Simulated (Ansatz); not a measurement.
I need a calculation of the elastic constants of WC, space group Fm-3m. Use Ansatz 0.2.0, Python API. Level of theory: r2SCAN, PAW, cutoff 612 eV, 17×17×17 k-points, Fermi-Dirac smearing of 0.15 eV.

The script reads `POSCAR_wc`:
```text
WC
1.0
   0.00000000    2.19268400    2.19268400
   2.19268400    0.00000000    2.19268400
   2.19268400    2.19268400    0.00000000
W C
1 1
Direct
   0.00000000    0.00000000    0.00000000
   0.50000000    0.50000000    0.50000000
```

`wc.py`:
```python
"""Elastic constants of WC."""

import ansatz as az
from ase.io import read
import numpy as np

atoms = read("POSCAR_wc", format="vasp")
xtal = az.Crystal.from_ase(atoms)

base = xtal.calculation()
base = base.functional("r2scan")
base = base.basis(45 * az.Ry)
base = base.occupations("fermi_dirac", width=0.15).kpoints(17, 17, 17)
out = base.elastic("clamped_ion", amplitude=0.01).run(threads=1, backend="cpu")
elastic = out.elastic

C = np.asarray(elastic.c_gpa)
for i in range(6):
    for j in range(i, 6):
        if abs(C[i, j]) > 0.05:
            print(f"C{i + 1}{j + 1} = {C[i, j]:.1f} GPa")
print("smallest eigenvalue of C:", round(elastic.stability.min_eigenvalue_gpa, 1), "GPa; tensor positive definite:", elastic.stability.min_eigenvalue_gpa > 0)
# averaged moduli need a positive definite tensor
if elastic.stability.min_eigenvalue_gpa > 0:
    m = elastic.moduli
    print(f"K = {m.k_hill_gpa:.1f}, G = {m.g_hill_gpa:.1f}, E = {m.youngs_gpa:.1f} GPa, Poisson ratio {m.poisson:.3f}, K/G = {m.k_hill_gpa / m.g_hill_gpa:.2f}")
```

```console
$ python wc.py
C11 = 711.0 GPa
C12 = 182.8 GPa
C13 = 182.8 GPa
C22 = 711.0 GPa
C23 = 182.8 GPa
C33 = 711.0 GPa
C44 = 118.6 GPa
C55 = 118.6 GPa
C66 = 118.6 GPa
smallest eigenvalue of C: 118.6 GPa; tensor positive definite: True
K = 358.9, G = 164.4, E = 428.0 GPa, Poisson ratio 0.301, K/G = 2.18
```

Reading the output:
- The cell isn't relaxed first, so the values belong to this volume.
- A positive definite tensor excludes instabilities under uniform strain alone; phonons elsewhere in the zone can still be imaginary.
- A Fermi-Dirac width this large means warm electrons, whose thermal share enters the free energy.
- The cell stands under -4.8 GPa at these settings.
- Spin-orbit coupling, which matters for elements this heavy, is left out.
- This cell is a computed structure, which may not be the phase found in nature.
- Shear constants of a metal converge slowly with the k-point mesh and can be wrong in sign on a coarse one; the constants belong to the cell that was strained.
- Wall time of the script: 7.5 min on 1 thread of Arm Neoverse N1, on a shared host, peak memory 0.82 GiB.

(A comment or docstring line of the script was reworded after the run, the code is as it ran.)
